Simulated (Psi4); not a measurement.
# MP2/def2-SVPD (core potential) run of WO3 (tungsten trioxide)

What is the energy change on altering one bond length of WO3 (tungsten trioxide) at MP2/def2-SVPD (core potential)? 

The calculation is run with Psi4 1.11.

## (1) The structure to begin with

WO3: 4 atoms, total charge 0, spin state singlet. As SMILES, `[O]=[W](=[O])=[O]`. Geometry: relaxed at PBE0-D4/def2-TZVP.

Bond lengths: O1–W2 1.716 Å, W2–O3 1.716 Å, W2–O4 1.716 Å. Angles: O1–W2–O3 107.5°, O1–W2–O4 107.5°, O3–W2–O4 107.5°.

## (2) A single-point energy at MP2/def2-SVPD (core potential)

Contents of calc.py:

```python
import psi4

psi4.set_memory(1600000000)
psi4.set_num_threads(1)
psi4.set_output_file('run.log', False)

molecule = psi4.geometry("""
0 1
O     -0.237500     0.265200     1.555000
W     -0.366400    -0.283700    -0.065200
O      1.071700    -1.143300    -0.433900
O     -0.412200     1.101500    -1.076300
symmetry c1
""")

psi4.set_options({
    'reference': 'rhf',
    'puream': True,
    'e_convergence': 1e-09,
    'd_convergence': 1e-08,
    'scf_type': 'pk',
    'num_frozen_docc': 3,
    'mp2_type': 'conv',
})

result, w = psi4.energy("mp2/def2-SVPD", molecule=molecule, return_wfn=True)
print(f'total energy {result:.8f} hartree = {result * 27.211386:.5f} eV')
```

Run with:

```bash
$ python calc.py
```

run.log, cut to the lines that bear on the results:

```text
[...]
    !!!  WARNING: ECP capability is in beta. Please check occupations closely.  !!!
[...]
  Running in c1 symmetry.
[...]
  Nuclear repulsion =  140.368928856597250
[...]
  Multiplicity = 1
[...]
  Nalpha       = 19
  Nbeta        = 19
[...]
    Number of basis functions: 104
[...]
   @RHF iter   1:  -290.01220259551337   -1.09240e+00   1.25685e-02 DIIS/ADIIS
[...]
   @RHF iter  17:  -290.78752648672292   -5.17275e-12   5.14759e-09 DIIS
[...]
    Orbital Energies [Eh]
    ---------------------
    Doubly Occupied:
       1A    -20.591888     2A    -20.591885     3A    -20.591873
       4A     -3.608284     5A     -2.105428     6A     -2.105415
       7A     -2.091248     8A     -1.255632     9A     -1.228645
      10A     -1.228634    11A     -0.625597    12A     -0.625594
      13A     -0.593009    14A     -0.578849    15A     -0.578833
      16A     -0.497272    17A     -0.484140    18A     -0.481533
      19A     -0.481523
[...]
  @RHF Final Energy:  -290.78752648672292
   => Energetics <=
    Nuclear Repulsion Energy =            140.3689288565972504
    One-Electron Energy =                -701.6223472217831159
    Two-Electron Energy =                 270.4658918784629691
    Total Energy =                       -290.7875264867229248
[...]
 Multipole Moments:
 ------------------------------------------------------------------------------------
     Multipole            Electronic (a.u.)      Nuclear  (a.u.)        Total (a.u.)
 ------------------------------------------------------------------------------------
 L = 1.  Multiply by 2.5417464519 to convert [e a0] to [Debye]
 Dipole X            :        -17.6016094           15.4639477           -2.1376618
 Dipole Y            :        -12.4329739           10.9229633           -1.5100106
 Dipole Z            :         -2.7815560            2.4438161           -0.3377399
 Magnitude           :                                                    2.6389009
[...]
	SCS-MP2 Total Energy (a.u.)        :  -291.74048380089118
	SOS-MP2 Total Energy (a.u.)        :  -291.63502994654959
	SCSN-MP2 Total Energy (a.u.)       :  -291.34432283764630
[...]
	SOS-PI-MP2 Total Energy (a.u.)     :  -291.77628052318738
[...]
	MP2 Total Energy (a.u.)            :  -291.81014093293646
[...]
```

The script printed:

```text
total energy -291.81014093 hartree = -7940.55838 eV
```

Wall time 8.1 s (1 thread of AMD EPYC 9B14 (Zen 4), shared host); peak memory 0.69 GiB.

## (3) The distorted shape, same level

Contents of calc.py:

```python
import psi4

psi4.set_memory('1600 MB')
psi4.set_num_threads(1)
psi4.set_output_file('output.dat', False)

molecule = psi4.geometry("""
O
W 1 1.715504
O 2 2.2302 1 107.47679
O 2 1.715576 1 107.47451 3 -115.41534
symmetry c1
no_reorient
no_com
""")

options = {'basis': 'def2-SVPD', 'puream': True, 'e_convergence': 1e-09, 'd_convergence': 1e-08, 'scf_type': 'pk', 'num_frozen_docc': 3, 'mp2_type': 'conv'}
psi4.set_options(options)

E = psi4.energy("mp2", molecule=molecule)
print('E =', round(E, 9))
```

Run with:

```bash
$ python calc.py
```

output.dat, cut to the lines that bear on the results:

```text
[...]
    !!!  WARNING: ECP capability is in beta. Please check occupations closely.  !!!
[...]
  Running in c1 symmetry.
[...]
  Nuclear repulsion =  129.105400124189600
[...]
  Multiplicity = 1
[...]
  Nalpha       = 19
  Nbeta        = 19
[...]
    Number of basis functions: 104
[...]
   @RHF iter   1:  -289.62455635729907   -8.81875e-01   1.33741e-02 DIIS/ADIIS
[...]
   @RHF iter  30:  -290.64906076876542   -1.38130e-11   7.63896e-09 DIIS
[...]
    Orbital Energies [Eh]
    ---------------------
    Doubly Occupied:
       1A    -20.632345     2A    -20.632327     3A    -20.601586
       4A     -3.630470     5A     -2.130961     6A     -2.119303
       7A     -2.087894     8A     -1.276408     9A     -1.258527
      10A     -1.170420    11A     -0.642919    12A     -0.629454
      13A     -0.579132    14A     -0.578761    15A     -0.554880
      16A     -0.516237    17A     -0.484286    18A     -0.474687
      19A     -0.394270
[...]
  @RHF Final Energy:  -290.64906076876542
   => Energetics <=
    Nuclear Repulsion Energy =            129.1054001241896003
    One-Electron Energy =                -678.7191919576710006
    Two-Electron Energy =                 258.9647310647159770
    Total Energy =                       -290.6490607687654233
[...]
 Multipole Moments:
 ------------------------------------------------------------------------------------
     Multipole            Electronic (a.u.)      Nuclear  (a.u.)        Total (a.u.)
 ------------------------------------------------------------------------------------
 L = 1.  Multiply by 2.5417464519 to convert [e a0] to [Debye]
 Dipole X            :         16.9656943          -15.0251265            1.9405678
 Dipole Y            :         16.2791607          -14.4854498            1.7937108
 Dipole Z            :          6.1144160           -5.3936353            0.7207807
 Magnitude           :                                                    2.7391106
[...]
	SCS-MP2 Total Energy (a.u.)        :  -291.64782237278229
	SOS-MP2 Total Energy (a.u.)        :  -291.53995928823298
	SCSN-MP2 Total Energy (a.u.)       :  -291.21857785518563
[...]
	SOS-PI-MP2 Total Energy (a.u.)     :  -291.68844237481090
[...]
	MP2 Total Energy (a.u.)            :  -291.71506545530292
[...]
```

The script printed:

```text
E = -291.715065455
```

It took 8.4 s on 1 thread of AMD EPYC 9B14 (Zen 4), shared host; peak memory 0.69 GiB.

## (4) Outcome

Level: MP2/def2-SVPD (core potential), 3 core orbitals frozen.

```
                                                         quantity          value
                                        first shape: total energy  -291.81014 Eh
                 first shape: HOMO energy (Hartree–Fock orbitals)      -13.10 eV
                 first shape: LUMO energy (Hartree–Fock orbitals)       -2.40 eV
               first shape: HOMO–LUMO gap (Hartree–Fock orbitals)       10.71 eV
         first shape: correlation energy (3 core orbitals frozen)    -1022.6 mEh
                                    distorted shape: total energy  -291.71507 Eh
             distorted shape: HOMO energy (Hartree–Fock orbitals)      -10.73 eV
             distorted shape: LUMO energy (Hartree–Fock orbitals)       -2.64 eV
           distorted shape: HOMO–LUMO gap (Hartree–Fock orbitals)        8.08 eV
     distorted shape: correlation energy (3 core orbitals frozen)    -1066.0 mEh
energy change with the W2–O3 bond stretched from 1.716 to 2.230 Å       2.587 eV
```

**Reading.** With the W2–O3 bond stretched from 1.716 to 2.230 Å the energy rises by 2.59 eV (250 kJ/mol). The first shape isn't relaxed at this level, so the change isn't measured from a minimum.
